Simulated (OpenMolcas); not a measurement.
# Os⁶⁺ among point charges: CASSCF and CASPT2 levels and susceptibility

How does a field of 6 point charges split the states of Os⁶⁺, and what χT follows?

Method: state-averaged CASSCF and CASPT2, spin-orbit coupling by RASSI with atomic mean-field integrals. Code: OpenMolcas 26.06.

### Step 1. The system

```
Species                           : Os⁶⁺ (osmium, Z = 76, 70 electrons)
Basis                             : ANO-RCC-VTZP [8s7p5d3f2g1h], 104 functions
Scalar Hamiltonian                : DKH2, point nucleus
Inactive shells                   : 1s 2s 2p 3s 3p 3d 4s 4p 4d 4f 5s 5p
Active space                      : 2 electrons in 5 orbitals (5d)
Some configurations of this space : 5d2
Orbitals                          : optimised for each spin and parity, averaged over all roots
```

Outer shells as boxes (Hund's rule):

5d2
```
5d [↑ ][↑ ][  ][  ][  ]
```

The ion sits among 6 point charges of -0.75 e arranged as a trigonal prism (D3h), 2.25 Å from the ion, with a polar angle of 45.7° against the regular 49.1°.

Each step is its own input file, run in one work folder so that later steps find the files of earlier ones. Labels, J, g values, rates, χT and fits are worked out afterwards by a script from the matrices that RASSI stores.

### Step 2. Basis and integrals

Input file a.inp:

```
&GATEWAY
Coord
1

Os 0.0 0.0 0.0
Basis=ANO-RCC-VTZP
Group=NoSym
NoMove
AngMom=0.0 0.0 0.0
AMFI
XField
6 Angstrom 0
1.609294 0.000000 1.572474 -0.750000
-0.804647 1.393689 1.572474 -0.750000
-0.804647 -1.393689 1.572474 -0.750000
1.609294 0.000000 -1.572474 -0.750000
-0.804647 1.393689 -1.572474 -0.750000
-0.804647 -1.393689 -1.572474 -0.750000
&SEWARD
```

Command:

```
$ OMP_NUM_THREADS=1 MOLCAS_MEM=1689 MOLCAS_PROJECT=a pymolcas a.inp > a.log
```

### Step 3. CASSCF: triplets, 10 roots

Input file a.inp:

```
&RASSCF
FileOrb=start.orb
Symmetry=1
Spin=3
nActEl=2 0 0
Inactive=34
Ras2=5
CIRoot=10 10 1
SDav=10
CIMx=300
Iter=120 100
PrWF=0.3
OrbListing=Nothing
MaxOrb=0
>>> COPY $Project.JobIph JOB001
```

start.orb holds the contracted functions of the basis, ordered by shell, or the orbitals of the step before.

### Step 4. CASSCF: singlets, 15 roots

Input file a.inp:

```
&RASSCF
FileOrb=start.orb
Symmetry=1
Spin=1
nActEl=2 0 0
Inactive=34
Ras2=5
CIRoot=15 15 1
SDav=15
CIMx=300
Iter=120 100
PrWF=0.3
OrbListing=Nothing
MaxOrb=0
>>> COPY $Project.JobIph JOB002
```

### Step 5. State interaction with spin-orbit coupling

Input file a.inp:

```
&RASSI
NrOfJobIphs=2 10 15
1 2 3 4 5 6 7 8 9 10
1 2 3 4 5 6 7 8 9 10 11 12 13 14 15
IphNames
JOB001
JOB002
EJob
SpinOrbit
DIPRint=1.0
SOCoupling=1000.0
Subsets=2
Property=9
'ANGMOM' 1 'ANGMOM' 2 'ANGMOM' 3 'MLTPL  1' 1 'MLTPL  1' 2 'MLTPL  1' 3
'AMFI' 1 'AMFI' 2 'AMFI' 3
SOProperty=3
'ANGMOM' 1 'ANGMOM' 2 'ANGMOM' 3
```

### Step 6. CASPT2: IPEA 0.25, imaginary shift 0.1 (closed shells correlated: 4f 5s 5p)

Input file a.inp:

```
>>> COPY JOB001 $Project.JobIph
&CASPT2
Multistate=10 1 2 3 4 5 6 7 8 9 10
NoMult
Frozen=23
IPEA=0.25
Imaginary=0.1
MaxIter=60
WThr=0.0 0.3 0.05
PrWF=0.5
NoMix
>>> COPY JOB002 $Project.JobIph
&CASPT2
Multistate=15 1 2 3 4 5 6 7 8 9 10 11 12 13 14 15
NoMult
Frozen=23
IPEA=0.25
Imaginary=0.1
MaxIter=60
WThr=0.0 0.3 0.05
PrWF=0.5
NoMix
```

(Steps that only read results are left out.)

**Question.** What will these runs give? Wanted: spin-free ground state; first state of the same spin within the active space; lowest level; next level.

The runs gave:

| quantity | value |
| --- | --- |
| method | SS-CASPT2, IPEA 0.25, imaginary shift 0.1 (closed shells correlated: 4f 5s 5p) |
| spin-free ground state | 3A2, 1-fold in its orbital part |
| first state of the same spin within the active space | 3A1 at 3.49 cm⁻¹ |
| lowest level | 2-fold E, g = 0.00, 0.00, 2.78 |
| next level | 295.3 cm⁻¹ |
| χT at 300 K | 0.36 cm³ K/mol |
| effective moment at 300 K | 1.70 μB |

Cost by method:

```csv
method,time of its own steps,time with the reference
A. CASSCF,13 s,13 s
"B. SS-CASPT2, IPEA 0.25, imaginary shift 0.1, +4f 5s 5p",33 s,46 s
```

Times are of one thread on a shared host.

What this shows: The spin-free ground state (3A2) comes to 100 % from free-ion F terms and keeps the highest spin of the shell. χT at 300 K is 0.36, against 1.00 cm³ K/mol for the spin alone, so spin-orbit coupling lowers it. CASPT2 does not keep the components of a term degenerate, and the means are used. The field of point charges can differ much from that of real complexes. This is an electrostatic model: the charges have no orbitals.
